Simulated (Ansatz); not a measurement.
# Ta (110): surface energy and levels

This session takes Ta and sets out to compute energy, relaxation and work function or band edges of the (110) face.

Program: Ansatz 0.2.0. Level of theory: DFT PBE, scalar-relativistic, plane waves, PAW. These are calculated values, not measurements.

1 further run of the same task is left out (set aside as unsound or not needed).

**1. The starting structure**

Symmetry: Im-3m, No. 229, cubic system. Conventional cell: a = 3.319 Å, b = 3.319 Å, c = 3.319 Å, α = 90.00°, β = 90.00°, γ = 90.00°. Ta (site symmetry m-3m) is surrounded by 8 Ta at 2.87 Å.

Coordinates:

```
Ta
1.0
    -1.65953    1.65953    1.65953
     1.65953   -1.65953    1.65953
     1.65953    1.65953   -1.65953
Ta
1
Direct
  0.00000 0.00000 0.00000
```

This cell was relaxed beforehand with the same method: volume 18.28 Å³/atom, gap on the mesh none (metal).

**2. Bulk reference on the slab's mesh**

Contents of input.yaml:

```yaml
crystal:
  lattice:
    - [2.8743851027, 0.0, 0.0]
    - [-0.9581283676, 2.7099962638, 0.0]
    - [0.9581283676, 1.3549981319, 2.3469256086]
  atoms:
    - { symbol: Ta, position: [0.0, 0.0, 0.0] }
basis:
  ecutwfc: 420
kpoints:
  mp_grid: { grid: [13, 13, 15] }
hamiltonian:
  xc: pbe
scf:
  occupations: { method: gaussian, width: 0.1 }
output:
  forces: true
  stress: true
  eigenvalues: true
```

Run with:

```console
$ ansatz run input.yaml --threads 2 --pin off --max-ram 5120MiB --backend cpu --events-out ev --progress --plain --runs-dir out
```

The program printed, cut to the lines that bear on the results:

```text
[...]
SCF converged after 6 iterations
Free energy (F): -9932.254049 eV
[...]
E sigma→0 (E₀):  -9932.250718 eV
Entropy (-TS):   -0.006662 eV (-6.662 meV/atom)
Fermi energy:    18.310758 eV
[...]
--- Forces (eV/Å), atoms counted from 1 ---
  atom   1  Ta     0.00000000     0.00000000     0.00000000
[...]
--- Stress (GPa, compression-positive) ---
        0.364725      -0.181427      -0.091355
       -0.181427       0.236436      -0.129196
       -0.091355      -0.129196       0.171332
  P = ⅓ Tr σ = 0.2575 GPa (2.575 kbar)
--- Band table (eV; the first three rows and the last of 686) ---
  k-point 0: bands = ["-48.7897", "-14.7599", "-14.7571", "-14.7553", "10.4853", "19.0574", "19.0603", "19.0626", "22.2822", "22.2831", "32.8874"]
[...]
```

It took 2.9 s on 2 threads of Arm Neoverse V2, shared host; peak memory 0.4 GiB.

The bulk reference has the slab's in-plane cell, mesh and smearing. Its energy with the smearing taken to zero: -9932.2507 eV/atom.

**3. Cutting the (110) slab**

Miller indices refer to the conventional cell of the relaxed bulk, Im-3m (No. 229): a = 3.319 Å, b = 3.319 Å, c = 3.319 Å, α = 90.00°, β = 90.00°, γ = 90.00°.

Cut from the relaxed bulk: a (110) slab, 9.4 Å thick as cut, with 15 Å of vacuum; its outer planes are Ta (top) and Ta (bottom).

The slab as cut. Layers, bottom to top:

```tsv
plane	atoms per cell	height over the lowest (Å)
1	Ta	0.00
2	Ta	2.35
3	Ta	4.69
4	Ta	7.04
5	Ta	9.39
```

**4. The slab as cut, atoms at the bulk's places**

A dipole layer in the vacuum cancels the field that periodic copies would set up if the slab's two faces differ.

Contents of input.yaml:

```yaml
crystal:
  lattice:
    - [2.8743851027, 0.0, 0.0]
    - [-0.9581283676, 2.7099962638, 0.0]
    - [0.0, 0.0, 24.3877024344]
  atoms:
    - { symbol: Ta, position: [0.5, 0.5, 0.3075320449] }
    - { symbol: Ta, position: [0.0, 0.0, 0.4037660224] }
    - { symbol: Ta, position: [0.5, 0.5, 0.5] }
    - { symbol: Ta, position: [0.0, 0.0, 0.5962339776] }
    - { symbol: Ta, position: [0.5, 0.5, 0.6924679551] }
basis:
  ecutwfc: 420
kpoints:
  mp_grid: { grid: [13, 13, 1] }
hamiltonian:
  xc: pbe
scf:
  occupations: { method: gaussian, width: 0.1 }
output:
  forces: true
  eigenvalues: true
  write_density: true
  write_potential: true
  elf: true
  volumetric_format: npy
efield:
  axis: 3
  dipole_correction: true
  ramp_width: 0.04
```

Run with:

```console
$ ansatz run input.yaml --threads 2 --pin off --max-ram 5120MiB --backend cpu --events-out ev --progress --plain --runs-dir out
```

The program printed, cut to the lines that bear on the results:

```text
Warning: RAYON_NUM_THREADS=2 ignored (pool sized by the plan → 2); use --threads N
[...]
Pseudopotentials: kind: paw
Pseudopotential: Ta, paw, valence charge 13, recommended cutoff 420 eV (normal), Ta.paw.azcp
Functional definition: PBE
[...]
Crystal: 5 atoms, lattice volume = 189.970 Å³
Basis set: ecut = 420 eV, 3715 PW (Γ), exchange–correlation on 40×40×360 points (8 copies of the dense FFT grid, shifted against one another)
Bands: 39, of which v1, the nominal top of the filled ones, is band 33 counted from 1 (32 counted from 0)
Symmetry: 4 space group operations
k-points: 49 of 169
[...]
SCF iter   1: F=—  HF=-49658.999355 eV  |F-HF|=—  |Δ(HF+E_count)|=         —  Δρ=8.58e-3  dr2=4.76e0  ethr=1.77e-3  p=0.000 e·Å  D=6.22e-14 V/Å  ΔV_dip=-0.00 eV  dr2_dipole=3.57e-9  V_vac-E_F(+/−)=5.10/5.10 eV  ⟨swp⟩=7.5  Hψ=8858  notcnv=0
[...]
SCF iter   7: F=-49658.904065 eV  HF=-49658.904065 eV  |F-HF|=3.35e-8  |Δ(HF+E_count)|=   2.04e-7  Δρ=6.24e-6  dr2=6.65e-8  ethr=1.54e-10  p=0.000 e·Å  D=1.45e-8 V/Å  ΔV_dip=-0.00 eV  dr2_dipole=2.11e-12  V_vac-E_F(+/−)=4.81/4.81 eV  ⟨swp⟩=18.9  Hψ=18626  notcnv=0
[...]
WARN: The output density's exchange-correlation potential varies sharply where the density is thin. Do not read a vacuum level from v_tot or v_xc, or from such a field of the output density. On a cell that repeats whose density bears no net charge and no dipole along the vacuum's axis use [...]
SCF converged after 7 iterations
Free energy (F): -49658.904065 eV
[...]
E sigma→0 (E₀):  -49658.885862 eV
Entropy (-TS):   -0.036405 eV (-7.281 meV/atom)
Fermi energy:    6.496564 eV
Dipole field:    D = -0.000002 V/Å  (p = -0.000002 e·Å, saw-weighted, corrected)
Work function:   Φ+ = 4.8134 eV   Φ− = 4.8134 eV
Levels:          The Fermi level and band energies are counted from a zero that moves with the ramp; work functions are not
[...]
--- Forces (eV/Å), atoms counted from 1 ---
  atom   1  Ta     0.00000000     0.00000000     0.52075088
  atom   2  Ta     0.00000000     0.00000000    -0.41269200
  atom   3  Ta    -0.00000000     0.00000000    -0.00000298
  atom   4  Ta    -0.00000000     0.00000000     0.41270023
  atom   5  Ta     0.00000000    -0.00000000    -0.52075681
[...]
--- Band table (eV; the first three rows and the last of 49) ---
[...]
```

Wall time 23 s (2 threads of Arm Neoverse V2, shared host); peak memory 0.54 GiB.

This gives work function 4.81 eV.

The maps below are laid out on this run's own conventional cell (a, b, c = 3.319, 4.694, 24.388 Å).

Density in a lattice plane of the grid's cell (edges 3.32 and 24.39 Å, at 0.000 of the third edge), which holds Ta.

Ten even steps from ' ' (0.00 e/Å³) to '@' (3.77 e/Å³):
```
            
            
            
            
            
    @@@@@@  
    ......  
@@@@      @@
..          
    @@%%@@  
..          
@@@@      @@
    ......  
    @@@@@@  
            
            
            
            
            
            
```
Columns run along the first of these edges and rows up along the second, over one cell in 6 and 20 even steps from the bottom left corner. Atoms in the plane (fractional): Ta at (0.50, 0.31), Ta at (0.00, 0.40), Ta at (0.50, 0.50), Ta at (0.00, 0.60), Ta at (0.50, 0.69).

ELF in the same plane.

Values, 12 rows by 6 columns:
```
0.00 0.00 0.00 0.00 0.00 0.00
0.02 0.02 0.01 0.01 0.01 0.02
0.61 0.39 0.13 0.09 0.13 0.39
0.52 0.25 0.51 0.71 0.51 0.25
0.37 0.72 0.15 0.44 0.15 0.72
0.42 0.14 0.71 0.00 0.71 0.14
0.37 0.72 0.15 0.44 0.15 0.72
0.52 0.25 0.51 0.71 0.51 0.25
0.61 0.39 0.13 0.09 0.13 0.39
0.02 0.02 0.01 0.01 0.01 0.02
0.00 0.00 0.00 0.00 0.00 0.00
0.00 0.00 0.00 0.00 0.00 0.00
```
Columns run along the first of these edges and rows up along the second, over one cell in 6 and 12 even steps from the bottom left corner. Atoms in the plane (fractional): Ta at (0.50, 0.31), Ta at (0.00, 0.40), Ta at (0.50, 0.50), Ta at (0.00, 0.60), Ta at (0.50, 0.69).

Both are smooth fields of the valence electrons: close to the nuclei they are not physical.

Maxima of ELF outside the ion cores: 0.62 outside the outer layer, 2.0 Å from Ta; 0.57 between the atoms, 1.7 Å from Ta.

**5. All atoms of the slab relaxed**

Changes to input.yaml since step 4:

```diff
@@ -26,2 +26,6 @@
   volumetric_format: npy
+relax:
+  adjacent_minimum: "off"
+  f_tol: 0.02
+  max_steps: 60
 efield:
```

Run with:

```console
$ ansatz run input.yaml --threads 2 --pin off --max-ram 5120MiB --backend cpu --events-out ev --progress --plain --runs-dir out
```

The program printed:

```text
Warning: RAYON_NUM_THREADS=2 ignored (pool sized by the plan → 2); use --threads N
Engine: ansatz 0.2.0, aarch64-unknown-linux-gnu
[... 3 set-up lines as earlier in the session ...]
  parameter kappa = 0.804
  parameter beta = 0.06672455060314922
  exchange = pbe_x(kappa = kappa, mu = beta*pi^2/3)
  correlation = pbe_c(beta = beta)
Crystal: 5 atoms, lattice volume = 189.970 Å³
Basis set: ecut = 420 eV, 3715 PW (Γ), exchange–correlation on 40×40×360 points (8 copies of the dense FFT grid, shifted against one another)
Bands: 39, of which v1, the nominal top of the filled ones, is band 33 counted from 1 (32 counted from 0)
[... 1 set-up line as earlier in the session ...]
k-points: 49 of 169
Non-local potential: Ta, projectors of the file, l = 0: 3, l = 1: 2, l = 2: 2, l = 3: 1
PAW form: soft (Blöchl's): semilocal exchange-correlation on the pseudo side does not see the compensation charge
PAW one-centre angular grid: Ta, 590 points (default); XC on 64 Gauss nodes
Initial density: superposition of atomic densities (neutral atoms: chi_scale 0, normalization atom), corrected by the library's trained network
Initial wavefunctions: pseudopotential atomic-orbital guess
Functional: x = pbe(κ = 0.804, μ = 0.2195149727645171), c = pbe(β = 0.06672455060314922)
SCF iter   1: F=—  HF=-49658.999355 eV  |F-HF|=—  |Δ(HF+E_count)|=         —  Δρ=8.58e-3  dr2=4.76e0  ethr=1.77e-3  p=0.000 e·Å  D=6.22e-14 V/Å  ΔV_dip=-0.00 eV  dr2_dipole=3.57e-9  V_vac-E_F(+/−)=5.10/5.10 eV  ⟨swp⟩=7.5  Hψ=8858  notcnv=0
efield: sawtooth ramp at fractional position 0.9800 (placed from the atoms, in the widest stretch of the axis that holds none; the zero of the levels goes with the place), width 0.0400; the density the first Hamiltonian is built on has a dipole p = 0.000 e·Å; the dipole correction subtracts the counter field D = 6.22e-14 V/Å, which shifts the + side's vacuum level by -0.00 eV against the − side's; the planar-averaged density in the ramp window peaks in size at 4.1e-5 e/Å³
preconditioner: auto → LDOS  [metal: Δε(μ)=0.003 eV  Ē_g=3.720 eV  σ=0.100 eV  W_gap=0.02  n_scr=16 (ndim 8)  ℏωp=13.5 eV  f_vac=0.445  D(μ)=6.61/eV (n_scr^D=46)  β→1.0]
SCF iter   2: F=—  HF=-49658.902949 eV  |F-HF|=—  |Δ(HF+E_count)|=   9.64e-2  Δρ=1.87e-3  dr2=1.81e-2  ethr=1.77e-3  p=-0.000 e·Å  D=-8.50e-6 V/Å  ΔV_dip=0.00 eV  dr2_dipole=2.69e-8  V_vac-E_F(+/−)=4.83/4.83 eV  ⟨swp⟩=2.2  Hψ=2403  notcnv=0  defer=18
SCF iter   3: F=—  HF=-49658.904112 eV  |F-HF|=—  |Δ(HF+E_count)|=   1.16e-3  Δρ=5.67e-4  dr2=2.39e-3  ethr=2.78e-5  p=0.000 e·Å  D=2.26e-6 V/Å  ΔV_dip=-0.00 eV  dr2_dipole=4.60e-8  V_vac-E_F(+/−)=4.82/4.82 eV  ⟨swp⟩=2.8  Hψ=3505  notcnv=0  defer=43
SCF iter   4: F=—  HF=-49658.904049 eV  |F-HF|=—  |Δ(HF+E_count)|=   6.27e-5  Δρ=1.84e-4  dr2=7.25e-5  ethr=3.67e-6  p=0.000 e·Å  D=1.27e-6 V/Å  ΔV_dip=-0.00 eV  dr2_dipole=6.12e-10  V_vac-E_F(+/−)=4.82/4.82 eV  ⟨swp⟩=2.1  Hψ=2746  notcnv=0  defer=41
SCF iter   5: F=—  HF=-49658.904062 eV  |F-HF|=—  |Δ(HF+E_count)|=   1.25e-5  Δρ=5.76e-5  dr2=1.09e-5  ethr=1.11e-7  p=-0.000 e·Å  D=-3.96e-7 V/Å  ΔV_dip=0.00 eV  dr2_dipole=6.94e-12  V_vac-E_F(+/−)=4.81/4.81 eV  ⟨swp⟩=2.7  Hψ=3417  notcnv=0  defer=41
SCF iter   6: F=-49658.904063 eV  HF=-49658.904064 eV  |F-HF|=1.00e-6  |Δ(HF+E_count)|=   2.68e-6  Δρ=2.01e-5  dr2=1.78e-6  ethr=1.54e-8  p=0.000 e·Å  D=4.31e-7 V/Å  ΔV_dip=-0.00 eV  dr2_dipole=3.04e-11  V_vac-E_F(+/−)=4.81/4.81 eV  ⟨swp⟩=22.1  Hψ=19616  notcnv=0
SCF 1 converged in 6 iterations: F = -49658.904063 eV  dr2 = 1.78e-6
relax step   1: F+E_penalty+E_count = -49658.90406342 eV  Δ(F+E_penalty+E_count) = +0.000e0 eV  max|allowed force component| = 5.215e-1 eV/Å  Δτ_max = 0.0000 Å  (6 SCF iters, dr2 threshold 1.00e-5 eV, accepted)
[... 12 lines left out ...]
relax step   2: F+E_penalty+E_count = -49658.88280143 eV  Δ(F+E_penalty+E_count) = +2.126e-2 eV  max|allowed force component| = 7.965e-1 eV/Å  Δτ_max = 0.1948 Å  (6 SCF iters, dr2 threshold 1.70e-5 eV, rejected (line search))
[... 12 lines left out ...]
relax step   3: F+E_penalty+E_count = -49658.96057979 eV  Δ(F+E_penalty+E_count) = -5.652e-2 eV  max|allowed force component| = 3.623e-2 eV/Å  Δτ_max = 0.0944 Å  (8 SCF iters, accepted)
[... 10 lines left out ...]
relax step   4: F+E_penalty+E_count = -49658.96091940 eV  Δ(F+E_penalty+E_count) = -3.396e-4 eV  max|allowed force component| = 4.526e-2 eV/Å  Δτ_max = 0.0244 Å  (7 SCF iters, accepted)
[... 9 lines left out ...]
relax step   5: F+E_penalty+E_count = -49658.96140854 eV  Δ(F+E_penalty+E_count) = -4.891e-4 eV  max|allowed force component| = 2.003e-3 eV/Å  Δτ_max = 0.0090 Å  (6 SCF iters, accepted)
WARN: The output density's exchange-correlation potential varies sharply where the density is thin. Do not read a vacuum level from v_tot or v_xc, or from such a field of the output density. On a cell that repeats whose density bears no net charge and no dipole along the vacuum's axis use v_es (v_loc + v_h of the components); under efield.dipole_correction with no amplitude use v_es + v_field, which holds any external_charges[].barrier, or the levels of the report's work_function block, which leave it out; under a non-zero efield.amplitude the vacuum is tilted and has no level; on a cell that repeats and bears such a dipole with no correction it is tilted too, and efield.dipole_correction with no amplitude gives each side of its ramp a level where efield: is served; in a cell that repeats whose density bears a net charge (total_charge, or a fill off its count) it is curved and has none; of a slab under crystal.periodic whose density bears no net charge use v_es, which has a level on each side, short of where the two are joined; of another it falls or rises all the way out and has none; of a slab beside external_charges read slab_vacuum_level instead, which it has where they leave it neutral. The grid or the basis barely resolves most such structure, and the values can differ between equally converged runs; as a rule a tighter scf.convergence.dr2_threshold does not remove it. Where the density itself ripples (under the LDA too) a higher basis.ecutwfc lessens it. The files hold the spikes' plane waves up to the density's cutoff. Files: v_tot_of_output_density and the like, and their columns of v_z.tsv (output.write_potential); v_xc_of_output_density and the like, and their columns of v_comp_z.tsv (output.write_potential_components). Measured: with its Gaussian average of σ = 0.25 Å subtracted twice, the exchange-correlation potential is over 0.1 eV at 434 of the grid points where the equally averaged density (valence and model cores) is under 1e-3 e/Å³, and 0.741 eV at the most among them, at an averaged density of 8.2e-8 e/Å³. The input density's (outcome.potential() and, of a run that writes arrays, v_tot and v_xc) is over 0.1 eV, so measured, at 63 points of its own thin density, 0.123 eV at the most. See output.write_potential in the manual, Limitations
SCF converged after 6 iterations
Free energy (F): -49658.961409 eV
Harris-Foulkes:  -49658.961409 eV  (|F-HF|=1.62e-8)
Internal energy: -49658.926111 eV  (E = F + TS)
E sigma→0 (E₀):  -49658.943760 eV
Entropy (-TS):   -0.035298 eV (-7.060 meV/atom)
Fermi energy:    6.507275 eV
Dipole field:    D = 0.000000 V/Å  (p = 0.000000 e·Å, saw-weighted, corrected)
Work function:   Φ+ = 4.7585 eV   Φ− = 4.7585 eV
Levels:          The Fermi level and band energies are counted from a zero that moves with the ramp; work functions are not
--- Per-component energies (eV) ---
  E_band       = -1310.232998
  E_kinetic    = 1824.582600
  E_local      = -59551.372596  (includes V_loc(G=0)·N_el)
  E_nonlocal   = 74.665083
  E_hartree    = 28960.851460
  E_xc         = -1088.906929
  E_vxc        = -1015.701763  (∫ρ·V_xc dr)
  E_paw        = -41982.702661  (= ΣΔE_a)
  E_vpaw       = -564.078572  (= ΣTr[D̂ρ^β])
  E_aug_tail   = 0.000709  (compensation charges beyond the density's cutoff)
  E_efield     = 0.000000  (sawtooth field / dipole correction)
  E_vefield    = 0.000000  (∫n·V_field dr)
  E_ewald      = 22103.956223
  E_smearing   = -0.035298  (= −TS)
  E_closure    = 0.000000  (closes the sum)
  Σ components = -49658.961409   (vs F -49658.961409, Δ=0.00e0)
--- Forces (eV/Å), atoms counted from 1 ---
  atom   1  Ta     0.00000000     0.00000000     0.00015692
  atom   2  Ta     0.00000000     0.00000000    -0.00200137
  atom   3  Ta     0.00000000     0.00000000    -0.00000028
  atom   4  Ta    -0.00000000     0.00000000     0.00200333
  atom   5  Ta    -0.00000000    -0.00000000    -0.00015864
  max |Σ_I F_I| component: 4.29e-8 eV/Å
--- Band table (eV; the first three rows and the last of 49) ---
  k-point 0: bands = ["-60.9356", "-60.9356", "-60.5627", "-60.5290", "-60.4840", "-27.8179", "-27.7573", "-27.3493", "-27.1348", "-27.1311", "-26.9456", "-26.9131", "-26.9131", "-26.8272", "-26.6937", "-26.6527", "-26.5916", "-26.5914", "-26.5778", "-26.5296", "-1.0679", "-0.2750", "0.9422", "1.8111", "2.1294", "4.9906", "5.2149", "5.8871", "6.0931", "6.1700", "6.5783", "6.9423", "7.0152", "7.1020", "7.3696", "7.3809", "7.9588", "8.1251", "9.7232"]
[... 3 lines left out ...]
--- Relaxed structure (5 steps of the walk, 4 accepted, 0 SCFs on fresh bases) ---
  F+E_penalty+E_count = -49658.96140854 eV   max|allowed force component| = 2.003e-3 eV/Å
  atoms:
    - { symbol: Ta, position: [0.5, 0.5, 0.3120339084933955] }
    - { symbol: Ta, position: [2.2400145696820546e-35, -1.1370819776323656e-34, 0.403997114513755] }
    - { symbol: Ta, position: [0.5, 0.5, 0.499999999586725] }
    - { symbol: Ta, position: [5.015377907407999e-35, 1.70562296644868e-34, 0.5960028795294033] }
    - { symbol: Ta, position: [0.5, 0.5, 0.6879660978767212] }
```

Run time: 1.7 min. Hardware: 2 threads of Arm Neoverse V2, shared host; peak memory 0.56 GiB.

Step by step:

```
step  E - E(step 1) (eV/cell)  largest force component (eV/Å)
   1                   0.0000                          0.5215
   2                   0.0213                          0.7965
   3                  -0.0565                          0.0362
   4                  -0.0569                          0.0453
   5                  -0.0573                          0.0020
```

Step 1 is the start. Step 2 was tried and not accepted.

From the log: work function 4.76 eV.

Plane-averaged electrostatic potential energy of an electron across the slab, counted from the Fermi level:

(z (Å), V (eV)): (1.63, 4.76), (2.17, 4.76), (2.44, 4.76), (2.98, 4.76), (3.25, 4.76), (3.79, 4.75), (4.34, 4.72), (4.61, 4.69), (5.15, 4.52), (5.42, 4.32), (5.96, 3.22), (6.50, -0.34), (6.77, -4.59), (7.32, -16.60), (7.59, -19.57), (8.13, -11.15), (8.40, -5.36), (8.94, -3.50), (9.48, -14.60), (9.76, -19.01), (10.30, -12.82), (10.57, -6.53), (11.11, -1.44), (11.65, -10.41), (11.92, -16.52), (12.46, -16.52), (12.74, -10.41), (13.28, -1.44), (13.82, -6.53), (14.09, -12.82), (14.63, -19.01), (14.90, -14.60), (15.45, -3.50), (15.99, -5.36), (16.26, -11.15), (16.80, -19.57), (17.07, -16.60), (17.61, -4.59), (17.88, -0.34), (18.43, 3.22), (18.97, 4.32), (19.24, 4.52), (19.78, 4.69), (20.05, 4.72), (20.59, 4.75), (21.14, 4.76), (21.41, 4.76), (21.95, 4.76), (22.22, 4.76), (22.76, 4.76)

The maps below are laid out on this run's own conventional cell (a, b, c = 3.319, 4.694, 24.388 Å).

Density in a lattice plane of the grid's cell (edges 3.32 and 24.39 Å, at 0.000 of the third edge), which holds Ta.

Ten even steps from ' ' (0.00 e/Å³) to '@' (4.23 e/Å³):
```
            
            
            
            
            
    ##@@##  
    ..::..  
%%%%      %%
..          
    %%##%%  
..          
%%%%      %%
    ..::..  
    ##@@##  
            
            
            
            
            
            
```
Columns run along the first of these edges and rows up along the second, over one cell in 6 and 20 even steps from the bottom left corner. Atoms in the plane (fractional): Ta at (0.50, 0.31), Ta at (0.00, 0.40), Ta at (0.50, 0.50), Ta at (0.00, 0.60), Ta at (0.50, 0.69).

ELF in the same plane.

Ten even steps from ' ' (0.00) to '@' (0.72):
```
            
            
            
....      ..
%%++......++
++::@@==@@::
====--++--==
  @@..++..@@
------------
++..@@  @@..
------------
  @@..++..@@
====--++--==
++::@@==@@::
%%++......++
....      ..
            
            
            
            
```
Columns run along the first of these edges and rows up along the second, over one cell in 6 and 20 even steps from the bottom left corner. Atoms in the plane (fractional): Ta at (0.50, 0.31), Ta at (0.00, 0.40), Ta at (0.50, 0.50), Ta at (0.00, 0.60), Ta at (0.50, 0.69).

Both are smooth fields of the valence electrons: close to the nuclei they are not physical.

Outside the cores ELF peaks at 0.62 outside the outer layer, 2.1 Å from Ta; 0.58 between the atoms, 1.8 Å from Ta.

**6. Surface energy and levels of (110)**

The surface energy is (E_slab − N·E_bulk) / 2A, with N = 5 atoms and A = 7.79 Å².

|  | as cut | relaxed |
| --- | --- | --- |
| surface energy, mean of both faces | 2.43 J/m² | 2.38 J/m² |
| work function | 4.81 eV | 4.76 eV |
| dipole along +c (e·Å/cell) | 0.000 | 0.000 |

Spacings of the planes, from the bottom up:

```tsv
plane	atoms	spacing to the next, as cut (Å)	relaxed (Å)	change (%)	rumpling (Å)
1	Ta	2.347	2.243	-4.4	0.000
2	Ta	2.347	2.341	-0.2	0.000
3	Ta	2.347	2.341	-0.2	0.000
4	Ta	2.347	2.243	-4.4	0.000
5	Ta				0.000
```

**7. Summary of results**

| quantity | value |
| --- | --- |
| surface energy, (110), cut with Ta on top | 2.38 J/m² |
| work function, (110), cut with Ta on top | 4.76 eV |

In words: On (110) the top spacing contracts by 4.4 %, and relaxation gains 0.060 J/m² a face. Spin-orbit coupling is left out for Ta.
